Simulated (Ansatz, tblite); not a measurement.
# The cluster B8H13−: one state, many levels

How do method and basis change the picture of the cluster B8H13− (singlet)?

Computed with Ansatz 0.2.0, Gaussian basis. Level: as each input shows.

Plan: GFN1-xTB, GFN2-xTB, PBE-D4/def2-TZVPD, r2SCAN-D4/def2-TZVPD, ωB97X-V/def2-TZVPD, CAM-B3LYP-D4/def2-TZVPD, LC-ωPBE/def2-TZVPD, HF/STO-3G, MP2/def2-SVPD, RPA/def2-SVPD.

2 further runs of the same task are left out: 2 set aside as unsound or not needed.

### Step 1. The geometry

The singlet was relaxed beforehand with r2SCAN-D4/def2-SVPD. At that level it is the lowest of the isomers that a small search found.

21 atoms, charge -1, spin multiplicity 1.

Bond lengths: B1–B2 1.829 Å, B1–B5 1.786 Å, B1–B6 1.801 Å, B1–B8 1.854 Å, B1–H13 1.209 Å, B2–B7 1.849 Å, B2–B8 1.721 Å, B2–H11 1.204 Å, B2–H17 1.293 Å, B2–H20 1.282 Å, B3–B4 1.734 Å, B3–B5 1.756 Å, B3–B8 1.781 Å, B3–H16 1.204 Å, B3–H18 1.344 Å, B4–B5 1.684 Å, B4–B6 1.771 Å, B4–H12 1.204 Å and more. Angles: B2–B1–B5 111.9°, B2–B1–B6 124.8°, B2–B1–B8 55.7°, B2–B1–H13 109.2°, B5–B1–B6 59.0°, B5–B1–B8 58.9°, B5–B1–H13 118.7°, B6–B1–B8 105.3°, B6–B1–H13 122.7°, B8–B1–H13 121.0°, B1–B2–B7 105.7°, B1–B2–B8 62.9°, B1–B2–H11 120.8°, B1–B2–H17 49.9°, B1–B2–H20 125.1°, B7–B2–B8 60.2°, B7–B2–H11 126.0°, B7–B2–H17 115.4° and more.

As a file:

```
B     0.12656   -1.43743    0.30846
B     0.30984   -0.40158    1.80461
B     0.38491    1.18859   -0.87268
B    -0.76161    0.32598   -1.84628
B     0.52318   -0.53452   -1.18019
B    -1.10868   -1.17719   -0.97661
B     0.08815    1.34304    1.23509
B     1.10116    0.13846    0.37439
H    -1.01940    1.75629    0.96380
H    -1.50417   -2.13442   -1.60755
H     0.99536   -0.76343    2.72567
H    -1.08826    0.65003   -2.95938
H     0.65746   -2.50691    0.49760
H     2.29495    0.25671    0.50348
H     1.31465   -1.09624   -1.89387
H     0.95580    2.17799   -1.25431
H    -0.63375   -1.21825    1.46722
H    -0.93412    1.37486   -1.04936
H     0.75599    2.13265    1.86624
H    -0.53384    0.47974    2.19871
H    -1.92420   -0.55434   -0.30502
```

The ion is computed in the gas phase, without counter-ions or solvent.

PBE0-D4/def2-TZVPD was run before; its log isn't repeated, and its numbers join the tables.

### Step 2. GFN1-xTB

Tight binding, by tblite at 300 K electronic temperature and without a spin-polarisation term:

```python
tblite.interface.Calculator('GFN1-xTB', numbers, positions, charge=-1, uhf=0).singlepoint()
```

Energy -497.9445 eV, HOMO -5.37 eV, LUMO -1.77 eV; 0.011 s.

### Step 3. GFN2-xTB

Tight binding, by tblite at 300 K electronic temperature and without a spin-polarisation term:

```python
tblite.interface.Calculator('GFN2-xTB', numbers, positions, charge=-1, uhf=0).singlepoint()
```

Energy -451.6849 eV, HOMO -3.52 eV, LUMO -0.44 eV; 0.009 s.

### Step 4. PBE-D4/def2-TZVPD

start.molden holds the orbitals of an earlier run on this state, given as this run's starting guess.

Contents of in.yaml:

```yaml
crystal:
  periodic: [false, false, false]
  atoms:
    - {symbol: B, position_ang: [0.126559, -1.437426, 0.308456]}
    - {symbol: B, position_ang: [0.309843, -0.401581, 1.804605]}
    - {symbol: B, position_ang: [0.384913, 1.188593, -0.872684]}
    - {symbol: B, position_ang: [-0.761612, 0.325982, -1.846275]}
    - {symbol: B, position_ang: [0.523178, -0.534523, -1.180185]}
    - {symbol: B, position_ang: [-1.108679, -1.177194, -0.976608]}
    - {symbol: B, position_ang: [0.088147, 1.343042, 1.235092]}
    - {symbol: B, position_ang: [1.101160, 0.138456, 0.374387]}
    - {symbol: H, position_ang: [-1.019397, 1.756285, 0.963799]}
    - {symbol: H, position_ang: [-1.504172, -2.134424, -1.607548]}
    - {symbol: H, position_ang: [0.995361, -0.763429, 2.725671]}
    - {symbol: H, position_ang: [-1.088256, 0.650033, -2.959377]}
    - {symbol: H, position_ang: [0.657456, -2.506914, 0.497595]}
    - {symbol: H, position_ang: [2.294954, 0.256709, 0.503480]}
    - {symbol: H, position_ang: [1.314648, -1.096244, -1.893868]}
    - {symbol: H, position_ang: [0.955799, 2.177992, -1.254305]}
    - {symbol: H, position_ang: [-0.633749, -1.218253, 1.467218]}
    - {symbol: H, position_ang: [-0.934117, 1.374861, -1.049360]}
    - {symbol: H, position_ang: [0.755990, 2.132650, 1.866242]}
    - {symbol: H, position_ang: [-0.533840, 0.479740, 2.198710]}
    - {symbol: H, position_ang: [-1.924195, -0.554345, -0.305023]}
basis:
  gaussian: {orbitals: def2-TZVPD, initial_orbitals: start.molden}
total_charge: -1
hamiltonian: {xc: pbe, dispersion: d4}
scf: {omitted_lower_state_checks: [starts]}
output: {forces: true, orbitals: {seedname: orbitals}}
```

Started as:

```console
$ ansatz run in.yaml --threads 4 --pin off --events-out ev --progress --plain --max-ram 4787MiB
```

The runs that follow: r2SCAN-D4/def2-TZVPD; ωB97X-V/def2-TZVPD; CAM-B3LYP-D4/def2-TZVPD; LC-ωPBE/def2-TZVPD; HF/STO-3G; MP2/def2-SVPD; RPA/def2-SVPD.

**Question.** What will the summary of the whole plan be? Wanted: gap in def2-TZVPD, named functionals, smallest and largest; correlation energy, MP2/def2-SVPD.

As calculated:

| quantity | value |
| --- | --- |
| gap in def2-TZVPD, named functionals, smallest and largest | 3.54 eV (PBE-D4), 8.54 eV (LC-ωPBE) |
| correlation energy, MP2/def2-SVPD | -24.28 eV |

Over the named functionals in def2-TZVPD the gap runs from 3.54 eV (PBE-D4) to 8.54 eV (LC-ωPBE); exact exchange widens it.
